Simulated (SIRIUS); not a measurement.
Nd under changes of volume

One of the cells (34.862 Å³/atom); the others are scaled copies at fixed shape and fractional positions:

```
CELL_PARAMETERS angstrom
3.68122 0.00000 0.00000
-1.84061 3.18803 0.00000
0.00000 0.00000 5.94109
ATOMIC_POSITIONS crystal
Nd 0.66667 0.33333 0.75000
Nd 0.33333 0.66667 0.25000
```

This isn't the form of Nd at room conditions, which is double hcp.

- Program: SIRIUS 7.12.0
- Functional: PBE
- Potentials or basis: all-electron FP-LAPW
- Cutoff: 168 eV
- Basis: apw+lo standard
- k mesh: 8 × 8 × 5
- Occupations: fermi-dirac, width 0.05 eV
- Spin: collinear spin, ferromagnetic start
- Starting moments: [3.0, 3.0] μB

```csv
volume (Å³/atom),energy over the lowest point (meV/atom),moment (μB per cell)
32.128,?,?
32.811,4.52,8.35
33.495,1.19,8.36
34.862,0.00,8.38
35.545,1.72,8.38
36.229,5.15,8.39
```

Task: What does the run at 32.128 Å³/atom give?

Result: Energy over the lowest point 9.80 meV/atom; moment 8.33 μB per cell.

Worked out: A Birch-Murnaghan fit of order 3 (a polynomial in V^(-2/3)) to the other rows has its minimum at 34.43 Å³/atom with B0 = V·E''(V) = 19.7 GPa (rough, since the energies scatter) at fixed shape and positions, which overstates the stiffness. It gives 9.71 meV/atom at 32.128 Å³/atom, against the run's 9.80. A straight line through the other rows of the moment, of slope 0.0114 μB per Å³/atom, extrapolates to 8.34 μB, against the run's 8.33.

Energies are extrapolated to zero smearing.

Caveats: the magnetic or orbital state may not be the lowest.
